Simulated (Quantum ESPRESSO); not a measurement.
Ta4NiO11:

```xyz
16
Lattice="0.0000 4.8671 4.8671 4.8671 0.0000 4.8671 4.8671 4.8671 0.0000" Properties=species:S:1:pos:R:3 pbc="T T T"
Ta    3.6011    6.1333    3.6011
Ta    6.1333    6.1333    6.1333
Ta    6.1333    3.6011    3.6011
Ta    3.6011    3.6011    6.1333
Ni    0.0000    0.0000    0.0000
O     2.4336    2.4336    2.4336
O     6.3910    8.2105    6.3910
O     8.2105    8.2105    8.2105
O     8.2105    6.3910    6.3910
O     6.3910    6.3910    8.2105
O     6.8118    4.8671    4.8671
O     2.9225    4.8671    4.8671
O     4.8671    4.8671    6.8118
O     4.8671    4.8671    2.9225
O     4.8671    2.9225    4.8671
O     4.8671    6.8118    4.8671
```

The cell was built by a generator and needn't be a form met in nature.

A run of Quantum ESPRESSO 7.5 on this cell left the log below. Logs are shortened: lines on timing, memory, paths and dates and some standing lists are left out, and cuts for length are marked.

```text
This program is part of the open-source Quantum ESPRESSO suite
     for quantum simulation of materials; please cite
         "P. Giannozzi et al., J. Phys.:Condens. Matter 21 395502 (2009);
         "P. Giannozzi et al., J. Phys.:Condens. Matter 29 465901 (2017);
         "P. Giannozzi et al., J. Chem. Phys. 152 154105 (2020);
     in publications or presentations arising from this work. More details at

     file O.pbe-n-kjpaw_psl.0.1.UPF: wavefunction(s)  2P renormalized

     IMPORTANT: XC functional enforced from input :
     Exchange-correlation= PBESOL
                           (   1   4  10   8   0   0   0)
     Any further DFT definition will be discarded
     Please, verify this is what you really want

     Message from routine setup:
     using ibrav=0 with symmetry is DISCOURAGED, use correct ibrav instead

     K-points division:     npool     =       2
     Subspace diagonalization in iterative solution of the eigenvalue problem:
     a serial algorithm will be used

     --------------------
     sticks:   dense  smooth     PW     G-vecs:    dense   smooth      PW
     Min        1284     640    175                60711    21461    3095
     Max        1285     641    176                60714    21464    3098
     Sum        5137    2563    703               242849    85851   12387

     Using Slab Decomposition

     bravais-lattice index     =            0
     lattice parameter (alat)  =      13.0073  a.u.
     unit-cell volume          =    1556.1476 (a.u.)^3
     number of atoms/cell      =           16
     number of atomic types    =            3
     number of electrons       =       136.00
     number of Kohn-Sham states=           89
     kinetic-energy cutoff     =      55.0000  Ry
     charge density cutoff     =     440.0000  Ry
     scf convergence threshold =      3.2E-09
     mixing beta               =       0.3000
     number of iterations used =            8  plain     mixing
     energy convergence thresh.=      1.0E-05
     force convergence thresh. =      4.0E-04
     press convergence thresh. =      3.0E-01
[... 735 lines left out ...]
   -27.9710 -27.8750 -27.8417 -27.8361 -27.7713 -27.7489 -27.7393 -27.7336
   -27.6845 -27.6792 -27.6233 -27.5946 -11.8196 -11.0341 -10.8213 -10.8093
   -10.3147 -10.2994 -10.2659 -10.2187 -10.2088 -10.0222  -7.4117   0.6953
     0.7571   0.8089   1.0706   1.1488   1.5582   1.7994   1.8944   1.9425
     2.0963   2.3824   2.3918   2.6031   2.8821   3.2506   3.6064   3.7532
     3.7953   3.9472   4.4005   4.4338   4.7015   4.7997   4.8669   5.0996
     5.1600   5.3685   5.3822   5.5602   5.6581   7.1378   7.2269   7.2446
     8.7623   8.7951   8.7992   8.8643   8.8645   9.9578  10.0196  10.0994
    10.4215  10.4706  10.8085  11.2137  11.3276  11.7563  11.9521  12.0923
    12.8500  12.9022  13.2093  13.2408  13.5104  13.9800  14.2050  14.5516
    14.7836
[... 18 lines left out ...]
   -92.5340 -61.0558 -61.0422 -61.0346 -61.0336 -53.0353 -53.0353 -53.0346
   -27.9851 -27.8636 -27.8540 -27.8476 -27.7997 -27.7649 -27.7527 -27.6891
   -27.6667 -27.6648 -27.6186 -27.5887 -11.8899 -10.9921 -10.8407 -10.8259
   -10.3259 -10.2695 -10.2692 -10.2139 -10.2012  -9.9887  -7.4111   0.6436
     0.7839   0.9812   1.0435   1.1066   1.5182   1.8592   1.8941   1.9751
     1.9843   2.2648   2.6758   2.7381   2.7505   3.4242   3.5113   3.6248
     3.8545   3.9337   4.2818   4.4758   4.6204   4.7663   4.9616   5.0650
     5.1384   5.3679   5.4692   5.5022   5.6354   7.1676   7.2233   7.2370
     8.7797   8.7899   8.8042   8.8654   8.8686   9.7267   9.7416   9.9698
    10.3320  10.4077  10.7299  11.4137  11.4624  11.6545  12.0932  12.2733
    12.9364  12.9771  13.1229  13.3049  13.5174  14.0311  14.3827  14.4281
    15.0487

     the Fermi energy is     8.9462 ev

!    total energy              =   -1362.86683514 Ry
     estimated scf accuracy    <          3.3E-11 Ry
     smearing contrib. (-TS)   =      -0.01483208 Ry
     internal energy E=F+TS    =   -1362.85200306 Ry

     The total energy is F=E-TS. E is the sum of the following terms:
     one-electron contribution =    -713.50977107 Ry
     hartree contribution      =     413.76125083 Ry
     xc contribution           =    -283.16021365 Ry
     ewald contribution        =    -679.50186797 Ry
     one-center paw contrib.   =    -100.44140121 Ry

     total magnetization       =    -1.13 Bohr mag/cell
     absolute magnetization    =     1.52 Bohr mag/cell

     convergence has been achieved in 104 iterations

     negative rho (up, down):  1.997E-01 1.997E-01

     Forces acting on atoms (cartesian axes, Ry/au):

     atom    1 type  1   force =    -0.00281133   -0.00578850   -0.00281133
     atom    2 type  1   force =     0.00396751    0.00396751    0.00396751
     atom    3 type  1   force =    -0.00578850   -0.00281133   -0.00281133
     atom    4 type  1   force =    -0.00281133   -0.00281133   -0.00578850
     atom    5 type  2   force =     0.00054333    0.00054333    0.00054333
     atom    6 type  3   force =    -0.00018831   -0.00018831   -0.00018831
[... 8 lines left out ...]
     atom   15 type  3   force =     0.00067278    0.00152835    0.00067278
     atom   16 type  3   force =     0.00091952    0.00090045    0.00091952

     Total force =     0.015575     Total SCF correction =     0.000003

     Computing stress (Cartesian axis) and pressure

     negative rho (up, down):  1.997E-01 1.997E-01
          total   stress  (Ry/bohr**3)                   (kbar)     P=       -0.74
  -0.00000505   0.00001003   0.00001003           -0.74        1.48        1.48
   0.00001003  -0.00000505   0.00001003            1.48       -0.74        1.48
   0.00001003   0.00001003  -0.00000505            1.48        1.48       -0.74

=------------------------------------------------------------------------------=
   JOB DONE.
=------------------------------------------------------------------------------=
```

**Question.** Write the input and the command behind it.

**Answer.** Relaxation of cell and atoms with PBEsol, collinear spin, ferromagnetic start. The files as run (others can give the same):

pw.in
```
&CONTROL
  calculation = 'vc-relax'
  prefix = 'pwscf'
  outdir = './tmp'
  pseudo_dir = './pseudo'
  tprnfor = .true.
  tstress = .true.
  disk_io = 'low'
  nstep = 40
  forc_conv_thr = 0.0004
  etot_conv_thr = 1d-05
/
&SYSTEM
  ibrav = 0
  nat = 16
  ntyp = 3
  ecutwfc = 55
  ecutrho = 440
  nbnd = 89
  input_dft = 'pbesol'
  occupations = 'smearing'
  smearing = 'fd'
  degauss = 0.00367493
  nspin = 2
  starting_magnetization(1) = 0
  starting_magnetization(2) = 0.0556
  starting_magnetization(3) = 0
/
&ELECTRONS
  conv_thr = 3.2d-09
  electron_maxstep = 120
  mixing_beta = 0.3
/
&IONS
  ion_dynamics = 'bfgs'
/
&CELL
  cell_dynamics = 'bfgs'
  press = 0
  press_conv_thr = 0.3
/
ATOMIC_SPECIES
Ta   180.9479 Ta_pbe_v1.uspp.F.UPF
Ni    58.6934 ni_pbe_v1.4.uspp.F.UPF
O     15.9990 O.pbe-n-kjpaw_psl.0.1.UPF
CELL_PARAMETERS angstrom
   0.0000000000    4.8671500000    4.8671500000
   4.8671500000    0.0000000000    4.8671500000
   4.8671500000    4.8671500000    0.0000000000
ATOMIC_POSITIONS crystal
Ta     0.6300700000    0.1098000000    0.6300700000
Ta     0.6300700000    0.6300700000    0.6300700000
Ta     0.1098000000    0.6300700000    0.6300700000
Ta     0.6300700000    0.6300700000    0.1098000000
Ni     0.0000000000    0.0000000000    0.0000000000
O      0.2500000000    0.2500000000    0.2500000000
O      0.8434600000    0.4696200000    0.8434600000
O      0.8434600000    0.8434600000    0.8434600000
O      0.4696200000    0.8434600000    0.8434600000
O      0.8434600000    0.8434600000    0.4696200000
O      0.3002300000    0.6997700000    0.6997700000
O      0.6997700000    0.3002300000    0.3002300000
O      0.6997700000    0.6997700000    0.3002300000
O      0.3002300000    0.3002300000    0.6997700000
O      0.3002300000    0.6997700000    0.3002300000
O      0.6997700000    0.3002300000    0.6997700000
K_POINTS automatic
4 4 4 0 0 0
```

Potentials or basis: SSSP 1.3 efficiency PBE.
The run is started by
```sh
$ OMP_NUM_THREADS=1 mpirun -n 8 pw.x -nk 2 -in pw.in > pw.out
```

Caveat: the potentials were made for another functional, which shifts forces and pressure; negative density in the last step hints at a falsely converged state; a cell with one magnetic atom can't hold antiferromagnetic order, which such compounds often take; semilocal functionals often make such compounds metallic where correlation or magnetic order opens a gap, which also shifts bond lengths.
